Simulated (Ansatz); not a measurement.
# C2H6BNS: up Jacob's ladder to CCSD(T)

One table from this session's results is given with a row withheld; the runs are named, their logs left out.

Program: Ansatz 0.2.0, Gaussian basis. Level of theory: functionals in def2-TZVPP, the program's frozen cores in correlated methods. These are calculated values, not measurements.

Plan: PBE-D4, r2SCAN-D4, PBE0-D4, B3LYP-D4, ωB97X-V, ωB97M-V, B2PLYP; CCSD(T)/def2-TZVPP; MP2/def2-QZVPP; extrapolation to the limit.

## The relaxed structure

An earlier PBE0-D4 in a triple-zeta def2 set relaxation fixed the geometry.

11 atoms, charge 0, spin multiplicity 1.

Atoms are counted from 1 here; the program's logs count them from 0.

Bond lengths: B1–N2 1.356 Å, B1–H6 1.199 Å, B1–H7 1.199 Å, N2–C3 1.241 Å, C3–S4 1.749 Å, C3–H8 1.094 Å, S4–C5 1.792 Å, C5–H9 1.089 Å, C5–H10 1.090 Å, C5–H11 1.089 Å. Angles: N2–B1–H6 119.1°, N2–B1–H7 119.1°, H6–B1–H7 121.7°, B1–N2–C3 178.1°, N2–C3–S4 126.3°, N2–C3–H8 122.1°, S4–C3–H8 111.6°, C3–S4–C5 100.8°, S4–C5–H9 110.6°, S4–C5–H10 106.4°, S4–C5–H11 110.6°, H9–C5–H10 109.7°, H9–C5–H11 109.9°, H10–C5–H11 109.6°.

Geometry (Å):

```
B    -1.14065    1.61242   -0.27921
N    -0.27553    0.74181   -0.85671
C     0.51886   -0.07468   -1.34807
S     1.26883   -1.41970   -0.51828
C     0.56920   -1.23456    1.12058
H    -0.71083    2.60351    0.24108
H    -2.31521    1.37274   -0.30628
H     0.83434   -0.02117   -2.39393
H     0.85176   -0.27467    1.55138
H     0.98095   -2.04276    1.72442
H    -0.51630   -1.31994    1.08552
```

Set-up of the first run:

Contents of in.yaml:

```yaml
crystal:
  periodic: [false, false, false]
  atoms:
    - {symbol: B, position_ang: [-1.140655, 1.612417, -0.279207]}
    - {symbol: N, position_ang: [-0.275534, 0.741814, -0.856707]}
    - {symbol: C, position_ang: [0.518860, -0.074676, -1.348071]}
    - {symbol: S, position_ang: [1.268831, -1.419704, -0.518284]}
    - {symbol: C, position_ang: [0.569195, -1.234563, 1.120580]}
    - {symbol: H, position_ang: [-0.710835, 2.603513, 0.241083]}
    - {symbol: H, position_ang: [-2.315206, 1.372743, -0.306282]}
    - {symbol: H, position_ang: [0.834341, -0.021174, -2.393935]}
    - {symbol: H, position_ang: [0.851761, -0.274673, 1.551381]}
    - {symbol: H, position_ang: [0.980949, -2.042758, 1.724423]}
    - {symbol: H, position_ang: [-0.516304, -1.319940, 1.085520]}
basis:
  gaussian: {orbitals: def2-TZVPP}
hamiltonian: {xc: pbe, dispersion: d4}
output: {forces: true, orbitals: {seedname: orbitals}}
```

Launch:

```bash
$ ansatz run in.yaml --threads 4 --pin off --events-out ev --progress --plain --max-ram 10444MiB
```

Steps of the session up to this table: PBE-D4 (GGA); r2SCAN-D4 (meta-GGA); PBE0-D4 (hybrid); B3LYP-D4 (hybrid); ωB97X-V (range-separated); ωB97M-V (range-separated); B2PLYP (double hybrid); CCSD(T) in def2-TZVPP; MP2 in def2-QZVPP.

One of the session's tables, all rows but one given; the rest of the session is left out.

It belongs to the step «Atomisation energies». 

| method | atomisation energy (kcal/mol) |
| --- | --- |
| PBE-D4 | 1033.3 |
| r2SCAN-D4 | 1007.3 |
| PBE0-D4 | 1010.0 |
| B3LYP-D4 | 1007.2 |
| ωB97X-V | 1002.7 |
| ωB97M-V | 1005.6 |
| B2PLYP | 992.6 |
| HF/def2-TZVPP | 717.4 |
| MP2/def2-TZVPP | 985.8 |
| CCSD/def2-TZVPP | 950.4 |
| CCSD(T)/def2-TZVPP | 968.2 |
| MP2/CBS | ? |
| CCSD(T)/CBS | 994.7 |

**Question.** Estimate the row for MP2/CBS.

As computed: atomisation energy (kcal/mol): 1012.3. In the column «atomisation energy (kcal/mol)» it lies between PBE0-D4 (1010.0) and PBE-D4 (1033.3).

Limits of these values: Free atoms (1 B, 1 N, 2 C, 1 S, 6 H) were run apart at each level; the atomisation energy is their sum less the molecule, without zero-point or spin-orbit terms.
